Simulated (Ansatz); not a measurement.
# NbCd3: LAPW beside PAW

Does the method matter for NbCd3? The same cell, functional and mesh are run with LAPW, all electrons, PAW with frozen cores and all-electron PAW on datasets made for the crystal.

Program: Ansatz 0.2.0. Level of theory: DFT LDA, scalar-relativistic. These are calculated values, not measurements.

### 1 The starting structure

It takes space group Pm-3m (No. 221, cubic). Conventional cell: a = 4.215 Å, b = 4.215 Å, c = 4.215 Å, α = 90.00°, β = 90.00°, γ = 90.00°. Around Nb (site symmetry m-3m) lie 12 Cd at 2.98 Å. Around Cd (site symmetry 4/mmm) lie 4 Nb at 2.98 Å and 8 Cd at 2.98 Å.

As a file:

```xyz
4
Lattice="4.2150 0.0000 0.0000 0.0000 4.2150 0.0000 0.0000 0.0000 4.2150" Properties=species:S:1:pos:R:3 pbc="T T T"
Nb    0.0000    0.0000    0.0000
Cd    0.0000    2.1075    2.1075
Cd    2.1075    0.0000    2.1075
Cd    2.1075    2.1075    0.0000
```

Structure: COD 2310296, as refined from experiment and not relaxed.

Atoms are numbered in the order of the input: Nb1, Cd2, Cd3, Cd4.

### 2 LAPW, all electrons

File input.yaml:

```yaml
crystal:
  lattice:
    - [4.215, 0.0, 0.0]
    - [0.0, 4.215, 0.0]
    - [0.0, 0.0, 4.215]
  atoms:
    - { symbol: Nb, position: [0.0, 0.0, 0.0] }
    - { symbol: Cd, position: [0.0, 0.5, 0.5] }
    - { symbol: Cd, position: [0.5, 0.0, 0.5] }
    - { symbol: Cd, position: [0.5, 0.5, 0.0] }
kpoints:
  mp_grid: { grid: [9, 9, 9] }
  band_path:
    path:
      - [0.0, 0.0, 0.0]
      - [0.0, 0.5, 0.0]
      - [0.5, 0.5, 0.0]
      - [0.0, 0.0, 0.0]
      - [0.5, 0.5, 0.5]
      - [0.0, 0.5, 0.0]
      - [0.5, 0.5, 0.5]
      - [0.5, 0.5, 0.0]
    npoints: 14
scf:
  occupations: { method: fermi_dirac, width: 0.08 }
hamiltonian:
  xc: lda
  pseudopotentials: { kind: all_electron, lapw: { basis_error: 0.0005 } }
output:
  forces: true
  stress: true
  eigenvalues: true
  fatbands: true
  populations: true
  dos: { projected: true, de: 0.2, e_range: [-14, 8] }
```

The run is started by

```
> ansatz run input.yaml --threads 1 --pin off --max-ram 4096MiB --backend cpu --events-out ev --progress --plain --runs-dir out
```

### 3 PAW with frozen cores

input.yaml, as its differences from that of step 2:

```diff
@@ -27,3 +27,3 @@
   xc: lda
-  pseudopotentials: { kind: all_electron, lapw: { basis_error: 0.0005 } }
+  pseudopotentials: { kind: paw }
 output:
@@ -32,4 +32,9 @@
   eigenvalues: true
-  fatbands: true
+  efg: { contact_densities: true }
   populations: true
+  bader: true
   dos: { projected: true, de: 0.2, e_range: [-14, 8] }
+  write_density: true
+  write_potential: true
+  elf: true
+  volumetric_format: npy
```

### 4 All-electron PAW on datasets made for the crystal

input.yaml, as its differences from that of step 3:

```diff
@@ -22,3 +22,3 @@
       - [0.5, 0.5, 0.0]
-    npoints: 14
+    npoints: 8
 scf:
@@ -27,3 +27,3 @@
   xc: lda
-  pseudopotentials: { kind: paw }
+  pseudopotentials: { kind: all_electron, datasets: crystal }
 output:
@@ -33,8 +33 @@
   efg: { contact_densities: true }
-  populations: true
-  bader: true
-  dos: { projected: true, de: 0.2, e_range: [-14, 8] }
-  write_density: true
-  write_potential: true
-  elf: true
-  volumetric_format: npy
```

(Steps that only read results are left out.)

**Question.** What will these runs give? Wanted: pressure; gap; Bader charges.

**Answer**, as computed:

| quantity | value |
| --- | --- |
| pressure | LAPW -2.53, PAW -2.54, crystal datasets -2.52 GPa |
| gap (LAPW) | none |
| Bader charges (PAW) | Nb1 +0.73, Cd2 -0.24 e |

**Reading.** The pressure of -2.5 GPa pushes the cell to shrink, with the atoms held in place. The count of 89 electrons in bands leaves a band partly filled, so there is no gap. Within 0.3 eV of the Fermi level the largest projected share is Nb 4d (94 %). The projection holds only the free atom's occupied shells (Nb 5s, Nb 4d, Cd 5s, Cd 4d in this range). The field gradient at Cd2, the largest by crystal datasets, is 11.36 by PAW and 11.71 by crystal datasets (10²¹ V/m²), within 5 %. Spin–orbit coupling is left out, which moves gradients at and beside heavy atoms by some per cent and at worst by a factor of two. PAW lies less than 0.01 GPa from LAPW in pressure. LAPW took about 5 times as long as PAW (2.5 min against 28 s, on a shared host and with the outputs that each input asks for).
